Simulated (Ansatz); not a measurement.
# C2H9NOSn: one species, many methods

One table from this session's results is given with a row withheld; the runs are named, their logs left out.

Computed with Ansatz 0.2.0, Gaussian basis. Level: functionals in def2-TZVPP, the program's frozen cores in correlated methods.

Plan: PBE-D4, r2SCAN-D4, PBE0-D4, B3LYP-D4, ωB97X-V, ωB97M-V, B2PLYP; CCSD(T)/def2-TZVPP; MP2/def2-QZVPP; extrapolation to the limit.

## Structure used throughout

The geometry comes from an earlier relaxation with PBE0-D4 in a triple-zeta def2 set; it is a stationary point, not always the lowest conformer. Sn takes the def2 core potential; no spin-orbit term is included.

SMILES `C[O][SnH]([CH3])[NH2]`, 14 atoms, charge 0, spin multiplicity 1.

Atoms are counted from 1 here; the program's logs count them from 0.

Bond lengths: C1–O2 1.400 Å, C1–H6 1.095 Å, C1–H7 1.101 Å, C1–H8 1.101 Å, O2–Sn3 1.980 Å, Sn3–C4 2.127 Å, Sn3–N5 2.014 Å, Sn3–H9 1.711 Å, C4–H10 1.090 Å, C4–H11 1.090 Å, C4–H12 1.090 Å, N5–H13 1.012 Å, N5–H14 1.012 Å. Angles: O2–C1–H6 108.8°, O2–C1–H7 112.7°, O2–C1–H8 112.8°, H6–C1–H7 107.3°, H6–C1–H8 107.3°, H7–C1–H8 107.6°, C1–O2–Sn3 119.8°, O2–Sn3–C4 107.9°, O2–Sn3–N5 107.1°, O2–Sn3–H9 106.5°, C4–Sn3–N5 109.2°, C4–Sn3–H9 116.5°, N5–Sn3–H9 109.2°, Sn3–C4–H10 110.1°, Sn3–C4–H11 110.0°, Sn3–C4–H12 109.2°, H10–C4–H11 109.2°, H10–C4–H12 109.0° and more.

The first run:

The input, in.yaml:

```yaml
crystal:
  periodic: [false, false, false]
  atoms:
    - {symbol: C, position_ang: [-1.761591, 1.422305, -0.571378]}
    - {symbol: O, position_ang: [-1.258543, 0.562440, 0.412084]}
    - {symbol: Sn, position_ang: [0.662986, 0.083758, 0.411317]}
    - {symbol: C, position_ang: [0.992231, -1.299600, -1.170847]}
    - {symbol: N, position_ang: [1.049909, -0.816849, 2.170129]}
    - {symbol: H, position_ang: [-2.811234, 1.638727, -0.346657]}
    - {symbol: H, position_ang: [-1.726674, 0.982241, -1.579667]}
    - {symbol: H, position_ang: [-1.229153, 2.385119, -0.610117]}
    - {symbol: H, position_ang: [1.530539, 1.556712, 0.331176]}
    - {symbol: H, position_ang: [0.760797, -0.835120, -2.129389]}
    - {symbol: H, position_ang: [2.032837, -1.624241, -1.171836]}
    - {symbol: H, position_ang: [0.344948, -2.165533, -1.030801]}
    - {symbol: H, position_ang: [0.892291, -0.222439, 2.973536]}
    - {symbol: H, position_ang: [0.520679, -1.667519, 2.312451]}
basis:
  gaussian: {orbitals: def2-TZVPP}
hamiltonian: {xc: pbe, dispersion: d4}
output: {forces: true, orbitals: {seedname: orbitals}}
```

The run is started by

```sh
$ ansatz run in.yaml --threads 2 --pin off --events-out ev --progress --plain --max-ram 31744MiB --backend cuda --devices 0, --max-vram 18GiB
```

Steps of the session up to this table: PBE-D4 (GGA); r2SCAN-D4 (meta-GGA); PBE0-D4 (hybrid); B3LYP-D4 (hybrid); ωB97X-V (range-separated); ωB97M-V (range-separated); B2PLYP (double hybrid); CCSD(T) in def2-TZVPP; MP2 in def2-QZVPP.

One table of the session follows, with a row left open; its other results are not shown here.

It belongs to the step «Atomisation energies». 

```
            method  atoms, summed (eV)  atomisation energy (kcal/mol)
            PBE-D4          -11534.353                         1166.7
         r2SCAN-D4          -11541.314                         1146.7
           PBE0-D4          -11536.027                         1145.0
          B3LYP-D4          -11544.868                         1149.4
           ωB97X-V          -11539.719                         1155.0
           ωB97M-V          -11538.059                         1151.6
            B2PLYP          -11532.412                         1136.3
     HF/def2-TZVPP                   ?                              ?
    MP2/def2-TZVPP          -11512.455                         1130.6
   CCSD/def2-TZVPP          -11514.372                         1106.4
CCSD(T)/def2-TZVPP          -11514.784                         1123.5
           MP2/CBS          -11524.239                         1163.9
       CCSD(T)/CBS          -11526.568                         1156.8
```

Estimate the missing values for HF/def2-TZVPP.

The run gave: atoms, summed (eV): -11495.220; atomisation energy (kcal/mol): 808.7. In the column «atoms, summed (eV)» it is the highest.

To keep in mind: Free atoms (2 C, 1 O, 1 Sn, 1 N, 9 H) were run apart at each level; the atomisation energy is their sum less the molecule, without zero-point or spin-orbit terms.
